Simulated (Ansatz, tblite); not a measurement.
**The cluster Al2Ga5: rung by rung**

How do method and basis change the picture of the cluster Al2Ga5 (doublet)?

The runs use Ansatz 0.2.0, Gaussian basis; as each input shows.

Plan: GFN1-xTB, PBE-D4/def2-TZVP, r2SCAN-D4/def2-TZVP, PBE-D4/def2-SVP, PBE0-D4/def2-SVP, HF/STO-3G, MP2/def2-SVP.

4 further runs of the same task are left out: 1 that didn't finish, 3 set aside as unsound or not needed.

## 1. The relaxed structure

The geometry is that of the doublet, from an earlier relaxation (PBE-D4/def2-SVP). At that level it is the lowest of the isomers that a small search found.

7 atoms, charge 0, spin multiplicity 2.

Bond lengths: Al1–Ga3 2.647 Å, Al1–Ga4 2.519 Å, Al1–Ga6 2.783 Å, Al1–Ga7 2.633 Å, Al2–Ga3 2.595 Å, Al2–Ga4 2.546 Å, Al2–Ga5 2.555 Å, Ga3–Ga7 2.640 Å, Ga4–Ga6 2.710 Å, Ga5–Ga6 2.722 Å, Ga5–Ga7 2.516 Å. Angles: Ga3–Al1–Ga4 93.3°, Ga3–Al1–Ga6 113.4°, Ga3–Al1–Ga7 60.0°, Ga4–Al1–Ga6 61.2°, Ga4–Al1–Ga7 96.1°, Ga6–Al1–Ga7 63.2°, Ga3–Al2–Ga4 93.9°, Ga3–Al2–Ga5 95.2°, Ga4–Al2–Ga5 77.0°, Al1–Ga3–Al2 83.7°, Al1–Ga3–Ga7 59.7°, Al2–Ga3–Ga7 82.7°, Al1–Ga4–Al2 87.4°, Al1–Ga4–Ga6 64.2°, Al2–Ga4–Ga6 102.3°, Al2–Ga5–Ga6 101.7°, Al2–Ga5–Ga7 86.0°, Ga6–Ga5–Ga7 65.5° and more.

PBE0-D4/def2-TZVP was run before; its log isn't repeated, and its numbers join the tables.

## 2. GFN1-xTB

Tight binding, by tblite at 300 K electronic temperature and without a spin-polarisation term:

```python
tblite.interface.Calculator('GFN1-xTB', numbers, positions, charge=0, uhf=1).singlepoint()
```

Energy -243.8717 eV; 0.048 s.

## 3. PBE-D4/def2-TZVP

start.molden holds the orbitals of an earlier run on this state, given as this run's starting guess.

The input, in.yaml:

```yaml
crystal:
  periodic: [false, false, false]
  atoms:
    - {symbol: Al, position_ang: [0.550735, 1.325962, -1.376388]}
    - {symbol: Al, position_ang: [-1.336793, 0.316905, 1.390650]}
    - {symbol: Ga, position_ang: [-1.035187, 2.644043, 0.282592]}
    - {symbol: Ga, position_ang: [-0.152949, -0.924657, -0.491157]}
    - {symbol: Ga, position_ang: [1.068506, 0.146883, 2.235613]}
    - {symbol: Ga, position_ang: [2.440392, -0.254284, -0.080827]}
    - {symbol: Ga, position_ang: [1.498695, 2.237848, 0.904416]}
basis:
  gaussian: {orbitals: def2-TZVP, initial_orbitals: start.molden}
magnetization: {spin_polarized: true, initial_magnetization: 1}
hamiltonian: {xc: pbe, dispersion: d4}
scf: {omitted_lower_state_checks: [starts]}
output: {forces: true, orbitals: {seedname: orbitals}}
```

The run is started by

```console
ansatz run in.yaml --threads 6 --pin off --events-out ev --progress --plain --max-ram 7833MiB
```

Further steps of the session: r2SCAN-D4/def2-TZVP; PBE-D4/def2-SVP; PBE0-D4/def2-SVP; HF/STO-3G; MP2/def2-SVP.

**Question.** What will the summary of the whole plan be? Wanted: gap in def2-TZVP, named functionals, smallest and largest; correlation energy, MP2/def2-SVP; binding an atom, functionals in def2-TZVP; ⟨S²⟩ in def2-TZVP, named functionals, smallest and largest; PBE0 total energy, smallest basis above largest.

The runs gave:

| quantity | value |
| --- | --- |
| gap in def2-TZVP, named functionals, smallest and largest | 0.62 eV (PBE-D4), 1.99 eV (PBE0-D4) |
| correlation energy, MP2/def2-SVP | -33.26 eV |
| binding an atom, functionals in def2-TZVP | 2.06 (PBE0-D4) to 2.16 eV (PBE-D4) |
| ⟨S²⟩ in def2-TZVP, named functionals, smallest and largest | 0.761, 0.783 |
| PBE0 total energy, smallest basis above largest | 38.20 eV (def2-SVP, def2-TZVP) |

Orbital gaps of the named functionals in def2-TZVP span 0.62 eV (PBE-D4) to 1.99 eV (PBE0-D4); exact exchange widens it. Over the named functionals in def2-TZVP spin contamination reaches 0.03 (r2SCAN-D4), which is small.
